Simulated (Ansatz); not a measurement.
# Zn3CoO4: a series of runs

A sequence of runs on Zn3CoO4, in the order made. Open shells can settle in several states, so each run is read by itself.

Program: Ansatz 0.2.0. Level of theory: DFT PBE+U, scalar-relativistic, plane waves, PAW. These are calculated values, not measurements.

3 further runs of the same task are left out: 1 for a known fault of the program, 2 set aside as unsound or not needed.

## Step 1: The starting structure

Symmetry: Cmc2_1, No. 36, orthorhombic system. Conventional cell: a = 6.567 Å, b = 11.372 Å, c = 5.290 Å, α = 90.00°, β = 90.00°, γ = 90.00°. Co (site symmetry m) is surrounded by 4 O at 2.00 to 2.02 Å. Zn (site symmetry 1) is surrounded by 4 O at 1.99 to 2.01 Å. Zn (site symmetry m) has 4 O at 2.00 to 2.01 Å as nearest neighbours. O (site symmetry m) is surrounded by 2 Zn at 1.99 Å and 2 Co at 2.00 to 2.02 Å. Around O (site symmetry 1) lie 3 Zn at 2.00 to 2.01 Å and 1 Co at 2.00 Å. Around O (site symmetry m) lie 4 Zn at 2.00 to 2.01 Å.

As a file:

```
CELL_PARAMETERS angstrom
0.00000 0.00000 -5.29042
3.28359 5.68734 0.00000
3.28238 -5.68665 0.00000
ATOMIC_POSITIONS crystal
Co 0.50107 0.16675 0.33350
Zn 0.50026 0.16673 0.83363
Zn 0.50030 0.66661 0.33322
Zn 0.50026 0.66690 0.83363
Co 0.00107 0.33325 0.66650
Zn 0.00026 0.33327 0.16637
Zn 0.00030 0.83339 0.66678
Zn 0.00026 0.83310 0.16637
O 0.61927 0.33411 0.66822
O 0.62102 0.33398 0.16640
O 0.62077 0.83333 0.66665
O 0.62102 0.83243 0.16640
O 0.11927 0.16589 0.33178
O 0.12102 0.16602 0.83360
O 0.12077 0.66667 0.33335
O 0.12102 0.66757 0.83360
```

## Step 2: Relax cell and atoms

The input, input.yaml:

```yaml
crystal:
  lattice:
    - [0.0, 0.0, -5.2904229617]
    - [3.2835892194, 5.6873433592, 0.0]
    - [3.2823819741, -5.6866463558, 0.0]
  atoms:
    - { symbol: Co, position: [0.5010659641, 0.1667497094, 0.3334994188], spin: 2.71 }
    - { symbol: Zn, position: [0.5002585418, 0.166730986, 0.833632895] }
    - { symbol: Zn, position: [0.5002977695, 0.6666094148, 0.3332188297] }
    - { symbol: Zn, position: [0.5002585418, 0.6669019091, 0.833632895] }
    - { symbol: Co, position: [0.0010659641, 0.3332502906, 0.6665005812], spin: 2.71 }
    - { symbol: Zn, position: [0.0002585418, 0.333269014, 0.166367105] }
    - { symbol: Zn, position: [0.0002977695, 0.8333905852, 0.6667811703] }
    - { symbol: Zn, position: [0.0002585418, 0.8330980909, 0.166367105] }
    - { symbol: O, position: [0.6192690355, 0.3341085095, 0.668217019] }
    - { symbol: O, position: [0.6210220946, 0.3339781668, 0.166403832] }
    - { symbol: O, position: [0.6207659583, 0.8333265819, 0.6666531639] }
    - { symbol: O, position: [0.6210220946, 0.8324256652, 0.166403832] }
    - { symbol: O, position: [0.1192690355, 0.1658914905, 0.331782981] }
    - { symbol: O, position: [0.1210220946, 0.1660218332, 0.833596168] }
    - { symbol: O, position: [0.1207659583, 0.6666734181, 0.3333468361] }
    - { symbol: O, position: [0.1210220946, 0.6675743348, 0.833596168] }
basis:
  ecutwfc: 420
kpoints:
  mp_grid: { grid: [6, 6, 6] }
hamiltonian:
  xc: pbe
  hubbard: { sites: [{ species: Co, l: d, u_eff: 3.32 }] }
scf:
  occupations: { method: gaussian, width: 0.02 }
output:
  forces: true
  stress: true
  eigenvalues: true
  populations: true
magnetization:
  spin_polarized: true
relax:
  adjacent_minimum: "off"
  f_tol: 0.005
  max_steps: 80
  cell: { stress_tol: 0.05 }
```

On the command line:

```console
$ ansatz run input.yaml --threads 8 --pin off --max-ram 22528MiB --backend cpu --events-out ev --progress --plain --runs-dir out
```

Standard output, cut to the lines that bear on the results:

```text
Warning: RAYON_NUM_THREADS=8 ignored (pool sized by the plan → 8); use --threads N
Co: projections on atomic orbitals take those of the free atom [Ne] 3s2 3p6 3d7 4s2, of charge +0.00 (hamiltonian.pseudopotentials.projection_atoms); the dataset's partial waves leave at most 1.4e-6 of an orbital's norm unspanned inside its sphere
Zn: projections on atomic orbitals take those of the free atom [Ar] 3d10 4s2, of charge +0.00 (hamiltonian.pseudopotentials.projection_atoms); the dataset's partial waves leave at most 6.8e-7 of an orbital's norm unspanned inside its sphere
O: projections on atomic orbitals take those of the free atom [He] 2s2 2p4, of charge +0.00 (hamiltonian.pseudopotentials.projection_atoms); the dataset's partial waves leave at most 1.9e-8 of an orbital's norm unspanned inside its sphere
[...]
Pseudopotentials: kind: paw
Pseudopotential: Co, paw, valence charge 17, recommended cutoff 420 eV (normal), Co.paw.azcp
Pseudopotential: Zn, paw, valence charge 12, recommended cutoff 420 eV (normal), Zn.paw.azcp
Pseudopotential: O, paw, valence charge 6, recommended cutoff 420 eV (normal), O.paw.azcp
Functional definition: PBE
[...]
Crystal: 16 atoms, lattice volume = 197.548 Å³
Basis set: ecut = 420 eV, 3809 PW (Γ), exchange–correlation on 72×90×90 points (8 copies of the dense FFT grid, shifted against one another)
Bands: 96, of which v1, the nominal top of the filled ones, is band 77 counted from 1 (76 counted from 0)
Symmetry: 4 space group operations
Space group: Cmc21 (ITA 36), of the structure as read, at distance tolerance 5.8e-5 Å
[...]
WARN: an SCF from antiferromagnetic starting moments (-2.71, 0.00, 0.00, 0.00, 2.71, 0.00, 0.00, 0.00, 0.00, 0.00, 0.00, 0.00, 0.00, 0.00, 0.00, 0.00 Bohr magnetons, atom by atom) was not made, by what the run has read of turns of its moments that order reads lower: the deck asks for what [...]
    - { symbol: Zn, position: [0.5002434392589095, 0.6668945846785208, 0.8336273393697355] }
    - { symbol: Co, position: [0.0010440846903340525, 0.3332513985382679, 0.6665027970765358] }
    - { symbol: Zn, position: [0.0002434392589094272, 0.3332672453087854, 0.1663726606302647] }
    - { symbol: Zn, position: [0.00028620247108203687, 0.8333908228282154, 0.6667816456564307] }
    - { symbol: Zn, position: [0.0002434392589094272, 0.8331054153214794, 0.16637266063026468] }
    - { symbol: O, position: [0.6192742720333406, 0.3341028608049714, 0.6682057216099427] }
    - { symbol: O, position: [0.621038492521995, 0.3339740045869105, 0.16640142853149884] }
    - { symbol: O, position: [0.6207915774434349, 0.833328536090313, 0.6666570721806261] }
    - { symbol: O, position: [0.621038492521995, 0.8324274239445884, 0.1664014285314988] }
    - { symbol: O, position: [0.11927427203334053, 0.16589713919502852, 0.3317942783900571] }
    - { symbol: O, position: [0.12103849252199489, 0.16602599541308932, 0.8335985714685012] }
    - { symbol: O, position: [0.12079157744343481, 0.666671463909687, 0.3333429278193739] }
    - { symbol: O, position: [0.12103849252199489, 0.6675725760554115, 0.8335985714685011] }
--- Löwdin populations: 16 sites ---
  site symbol       q [e]    m [muB]
     0     Co     15.8162     2.6594
     1     Zn     10.5803     0.0034
     2     Zn     10.5815     0.0025
     3     Zn     10.5803     0.0034
     4     Co     15.8162     2.6594
     5     Zn     10.5803     0.0034
     6     Zn     10.5815     0.0025
     7     Zn     10.5803     0.0034
     8      O      7.1498     0.1436
     9      O      7.1957     0.0771
    10      O      7.2433     0.0008
    11      O      7.1957     0.0771
    12      O      7.1498     0.1436
    13      O      7.1957     0.0771
    14      O      7.2433     0.0008
    15      O      7.1957     0.0771
  spilling = 0.008532 (of n_electrons = 154.000000)
```

Caution: the run may have ended on a state that is not the lowest.

Wall time 2.3 min (8 threads of Arm Neoverse V2, shared host); peak memory 2.8 GiB.

## Step 3: Band edges sought over the zone

The input, input.yaml:

```yaml
crystal:
  lattice:
    - [0.0, 0.0, -5.2912718025]
    - [3.2835963212, 5.6873556598, 0.0]
    - [3.2823358692, -5.6866279375, 0.0]
  atoms:
    - { symbol: Co, position: [0.5010440847, 0.1667486015, 0.3334972029], spin: 2.71 }
    - { symbol: Zn, position: [0.5002434393, 0.1667327547, 0.8336273394] }
    - { symbol: Zn, position: [0.5002862025, 0.6666091772, 0.3332183543] }
    - { symbol: Zn, position: [0.5002434393, 0.6668945847, 0.8336273394] }
    - { symbol: Co, position: [0.0010440847, 0.3332513985, 0.6665027971], spin: 2.71 }
    - { symbol: Zn, position: [0.0002434393, 0.3332672453, 0.1663726606] }
    - { symbol: Zn, position: [0.0002862025, 0.8333908228, 0.6667816457] }
    - { symbol: Zn, position: [0.0002434393, 0.8331054153, 0.1663726606] }
    - { symbol: O, position: [0.619274272, 0.3341028608, 0.6682057216] }
    - { symbol: O, position: [0.6210384925, 0.3339740046, 0.1664014285] }
    - { symbol: O, position: [0.6207915774, 0.8333285361, 0.6666570722] }
    - { symbol: O, position: [0.6210384925, 0.8324274239, 0.1664014285] }
    - { symbol: O, position: [0.119274272, 0.1658971392, 0.3317942784] }
    - { symbol: O, position: [0.1210384925, 0.1660259954, 0.8335985715] }
    - { symbol: O, position: [0.1207915774, 0.6666714639, 0.3333429278] }
    - { symbol: O, position: [0.1210384925, 0.6675725761, 0.8335985715] }
basis:
  ecutwfc: 420
kpoints:
  mp_grid: { grid: [6, 6, 6] }
  band_path: { path: [VBM, CBM], npoints: 2 }
hamiltonian:
  xc: pbe
  hubbard: { sites: [{ species: Co, l: d, u_eff: 3.32 }] }
scf:
  occupations: { method: gaussian, width: 0.02 }
output:
  forces: true
  stress: true
  eigenvalues: true
  populations: true
magnetization:
  spin_polarized: true
```

On the command line:

```console
$ ansatz run input.yaml --threads 8 --pin off --max-ram 22528MiB --backend cpu --events-out ev --progress --plain --runs-dir out
```

Standard output, cut to the lines that bear on the results:

```text
Warning: RAYON_NUM_THREADS=8 ignored (pool sized by the plan → 8); use --threads N
Co: projections on atomic orbitals take those of the free atom [Ne] 3s2 3p6 3d7 4s2, of charge +0.00 (hamiltonian.pseudopotentials.projection_atoms); the dataset's partial waves leave at most 1.4e-6 of an orbital's norm unspanned inside its sphere
Zn: projections on atomic orbitals take those of the free atom [Ar] 3d10 4s2, of charge +0.00 (hamiltonian.pseudopotentials.projection_atoms); the dataset's partial waves leave at most 6.8e-7 of an orbital's norm unspanned inside its sphere
O: projections on atomic orbitals take those of the free atom [He] 2s2 2p4, of charge +0.00 (hamiltonian.pseudopotentials.projection_atoms); the dataset's partial waves leave at most 1.9e-8 of an orbital's norm unspanned inside its sphere
[...]
Pseudopotentials: kind: paw
Pseudopotential: Co, paw, valence charge 17, recommended cutoff 420 eV (normal), Co.paw.azcp
Pseudopotential: Zn, paw, valence charge 12, recommended cutoff 420 eV (normal), Zn.paw.azcp
[...]
WARN: an SCF from antiferromagnetic starting moments (-2.71, 0.00, 0.00, 0.00, 2.71, 0.00, 0.00, 0.00, 0.00, 0.00, 0.00, 0.00, 0.00, 0.00, 0.00, 0.00 Bohr magnetons, atom by atom) was not made, by what the run has read of turns of its moments that order reads lower: the deck asks for what [...]
  atom   5  Co    -0.00067588     0.00039022    -0.00038374
  atom   6  Zn    -0.00011362    -0.00063040     0.00021198
  atom   7  Zn     0.00002583    -0.00001491     0.00099414
  atom   8  Zn     0.00048913     0.00041360     0.00021198
[...]
--- Stress (GPa, compression-positive) ---
        0.012054       0.000826       0.000000
        0.000826       0.013008      -0.000000
        0.000000       0.000000       0.024603
  P = ⅓ Tr σ = 0.0166 GPa (0.166 kbar)
--- Band table (eV; the first three rows and the last of 104) ---
[...]
Occupation matrices written to <dir>
--- Löwdin populations: 16 sites ---
  site symbol       q [e]    m [muB]
     0     Co     15.8161     2.6594
     1     Zn     10.5803     0.0034
     2     Zn     10.5815     0.0025
     3     Zn     10.5803     0.0034
     4     Co     15.8161     2.6594
     5     Zn     10.5803     0.0034
     6     Zn     10.5815     0.0025
     7     Zn     10.5803     0.0034
     8      O      7.1498     0.1436
     9      O      7.1957     0.0771
    10      O      7.2433     0.0008
    11      O      7.1957     0.0771
    12      O      7.1498     0.1436
    13      O      7.1957     0.0771
    14      O      7.2433     0.0008
    15      O      7.1957     0.0771
  spilling = 0.008532 (of n_electrons = 154.000000)
```

Caution: the run may have ended on a state that is not the lowest.

Wall time 3.4 min (8 threads of Arm Neoverse V2, shared host); peak memory 7.6 GiB.

## Step 4: Level: DFT PBE+U, scalar-relativistic, plane waves, PAW, at the base's geometry

Changes to input.yaml since step 3:

```diff
@@ -26,3 +26,3 @@
   mp_grid: { grid: [6, 6, 6] }
-  band_path: { path: [VBM, CBM], npoints: 2 }
+  band_path: { path: [[0.0, 0.0, 0.0], [0.05, 0.0, 0.0]], npoints: 1 }
 hamiltonian:
@@ -32,2 +32,3 @@
   occupations: { method: gaussian, width: 0.02 }
+  n_extra_bands: 11
 output:
```

On the command line:

```console
$ ansatz run input.yaml --threads 8 --pin off --max-ram 22528MiB --backend cpu --events-out ev --progress --plain --runs-dir out
```

Standard output, cut to the lines that bear on the results:

```text
Warning: the band count 88 (scf.n_extra_bands) hosts the net moment |M| = 5.4200 μB (N_el = 154) but caps the reachable moment at 2·n_bands − N_el = 22.0000 μB, below the 96 bands that the automatic rule leaves for it — a moment growing past the seed, or the majority channel's smearing [...]
Warning: RAYON_NUM_THREADS=8 ignored (pool sized by the plan → 8); use --threads N
Co: projections on atomic orbitals take those of the free atom [Ne] 3s2 3p6 3d7 4s2, of charge +0.00 (hamiltonian.pseudopotentials.projection_atoms); the dataset's partial waves leave at most 1.4e-6 of an orbital's norm unspanned inside its sphere
Zn: projections on atomic orbitals take those of the free atom [Ar] 3d10 4s2, of charge +0.00 (hamiltonian.pseudopotentials.projection_atoms); the dataset's partial waves leave at most 6.8e-7 of an orbital's norm unspanned inside its sphere
O: projections on atomic orbitals take those of the free atom [He] 2s2 2p4, of charge +0.00 (hamiltonian.pseudopotentials.projection_atoms); the dataset's partial waves leave at most 1.9e-8 of an orbital's norm unspanned inside its sphere
scf.n_extra_bands = 11 over 77 filled bands (N_el = 154.0): the run solves 88 bands
[...]
WARN: an SCF from antiferromagnetic starting moments (-2.71, 0.00, 0.00, 0.00, 2.71, 0.00, 0.00, 0.00, 0.00, 0.00, 0.00, 0.00, 0.00, 0.00, 0.00, 0.00 Bohr magnetons, atom by atom) was not made, by what the run has read of turns of its moments that order reads lower: the deck asks for what [...]
  atom   3  Zn    -0.00000010     0.00000006     0.00100962
  atom   4  Zn    -0.00050209    -0.00039922     0.00020881
  atom   5  Co    -0.00059239     0.00034201    -0.00054772
  atom   6  Zn    -0.00009469    -0.00063443     0.00020881
  atom   7  Zn     0.00000010    -0.00000006     0.00100962
  atom   8  Zn     0.00050209     0.00039922     0.00020881
[...]
--- Stress (GPa, compression-positive) ---
        0.012003       0.000585       0.000000
        0.000585       0.012679       0.000000
        0.000000       0.000000       0.024548
  P = ⅓ Tr σ = 0.0164 GPa (0.164 kbar)
--- Band table (eV; the first three rows and the last of 104) ---
[...]
Occupation matrices written to <dir>
--- Löwdin populations: 16 sites ---
  site symbol       q [e]    m [muB]
     0     Co     15.8162     2.6594
     1     Zn     10.5803     0.0034
     2     Zn     10.5815     0.0025
     3     Zn     10.5803     0.0034
     4     Co     15.8162     2.6594
     5     Zn     10.5803     0.0034
     6     Zn     10.5815     0.0025
     7     Zn     10.5803     0.0034
     8      O      7.1498     0.1436
     9      O      7.1958     0.0771
    10      O      7.2433     0.0008
    11      O      7.1958     0.0771
    12      O      7.1498     0.1436
    13      O      7.1958     0.0771
    14      O      7.2433     0.0008
    15      O      7.1958     0.0771
  spilling = 0.008532 (of n_electrons = 154.000000)
```

Caution: the run may have ended on a state that is not the lowest.

It took 2.4 min on 8 threads of Arm Neoverse V2, shared host; peak memory 7.2 GiB.

## Step 5: The base level on the hybrid's mesh

Changes to input.yaml since step 4:

```diff
@@ -25,3 +25,3 @@
 kpoints:
-  mp_grid: { grid: [6, 6, 6] }
+  mp_grid: { grid: [4, 4, 4] }
   band_path: { path: [[0.0, 0.0, 0.0], [0.05, 0.0, 0.0]], npoints: 1 }
```

On the command line:

```console
$ ansatz run input.yaml --threads 8 --pin off --max-ram 22528MiB --backend cpu --events-out ev --progress --plain --runs-dir out
```

Standard output, cut to the lines that bear on the results:

```text
Warning: the band count 88 (scf.n_extra_bands) hosts the net moment |M| = 5.4200 μB (N_el = 154) but caps the reachable moment at 2·n_bands − N_el = 22.0000 μB, below the 96 bands that the automatic rule leaves for it — a moment growing past the seed, or the majority channel's smearing [...]
Warning: RAYON_NUM_THREADS=8 ignored (pool sized by the plan → 8); use --threads N
Co: projections on atomic orbitals take those of the free atom [Ne] 3s2 3p6 3d7 4s2, of charge +0.00 (hamiltonian.pseudopotentials.projection_atoms); the dataset's partial waves leave at most 1.4e-6 of an orbital's norm unspanned inside its sphere
Zn: projections on atomic orbitals take those of the free atom [Ar] 3d10 4s2, of charge +0.00 (hamiltonian.pseudopotentials.projection_atoms); the dataset's partial waves leave at most 6.8e-7 of an orbital's norm unspanned inside its sphere
O: projections on atomic orbitals take those of the free atom [He] 2s2 2p4, of charge +0.00 (hamiltonian.pseudopotentials.projection_atoms); the dataset's partial waves leave at most 1.9e-8 of an orbital's norm unspanned inside its sphere
scf.n_extra_bands = 11 over 77 filled bands (N_el = 154.0): the run solves 88 bands
[...]
WARN: an SCF from antiferromagnetic starting moments (-2.71, 0.00, 0.00, 0.00, 2.71, 0.00, 0.00, 0.00, 0.00, 0.00, 0.00, 0.00, 0.00, 0.00, 0.00, 0.00 Bohr magnetons, atom by atom) was not made, by what the run has read of turns of its moments that order reads lower: the deck asks for what [...]
  atom   3  Zn    -0.00013413     0.00007744     0.00068011
  atom   4  Zn    -0.00055831    -0.00056828     0.00002322
  atom   5  Co    -0.00067358     0.00038889    -0.00060758
  atom   6  Zn    -0.00021299    -0.00076765     0.00002322
  atom   7  Zn     0.00013413    -0.00007744     0.00068011
  atom   8  Zn     0.00055831     0.00056828     0.00002322
[...]
--- Stress (GPa, compression-positive) ---
        0.013419       0.000755       0.000000
        0.000755       0.014291       0.000000
        0.000000      -0.000000       0.020011
  P = ⅓ Tr σ = 0.0159 GPa (0.159 kbar)
--- Band table (eV; the first three rows and the last of 42) ---
[...]
Occupation matrices written to <dir>
--- Löwdin populations: 16 sites ---
  site symbol       q [e]    m [muB]
     0     Co     15.8160     2.6593
     1     Zn     10.5802     0.0033
     2     Zn     10.5814     0.0024
     3     Zn     10.5802     0.0033
     4     Co     15.8160     2.6593
     5     Zn     10.5802     0.0033
     6     Zn     10.5814     0.0024
     7     Zn     10.5802     0.0033
     8      O      7.1499     0.1438
     9      O      7.1959     0.0772
    10      O      7.2435     0.0008
    11      O      7.1959     0.0772
    12      O      7.1499     0.1438
    13      O      7.1959     0.0772
    14      O      7.2435     0.0008
    15      O      7.1959     0.0772
  spilling = 0.008534 (of n_electrons = 154.000000)
```

Caution: the run may have ended on a state that is not the lowest.

Run time: 49 s. Hardware: 8 threads of Arm Neoverse V2, shared host; peak memory 3.2 GiB.

## Step 6: The runs at a glance

| step | level | volume (Å³/atom) | pressure (GPa) | gap on the mesh (eV) | largest spin moment (μB) | time |
| --- | --- | --- | --- | --- | --- | --- |
| 2 | PBE+U, scalar-relativistic | 12.349 | 0.0 | 0.62 | 2.46 | 2.3 min |
| 3 | PBE+U, scalar-relativistic | 12.349 | 0.0 | 0.62 | 2.46 | 3.4 min |
| 4 | PBE+U, scalar-relativistic | 12.349 | 0.0 | 0.62 | 2.46 | 2.4 min |
| 5 | PBE+U, scalar-relativistic | 12.349 | 0.0 | 0.62 | 2.46 | 49 s |

A relaxation can end in another state than it starts from.

Each row holds for the state that its run reached, which need not be the ground state, so the rows aren't joined into a trend here.
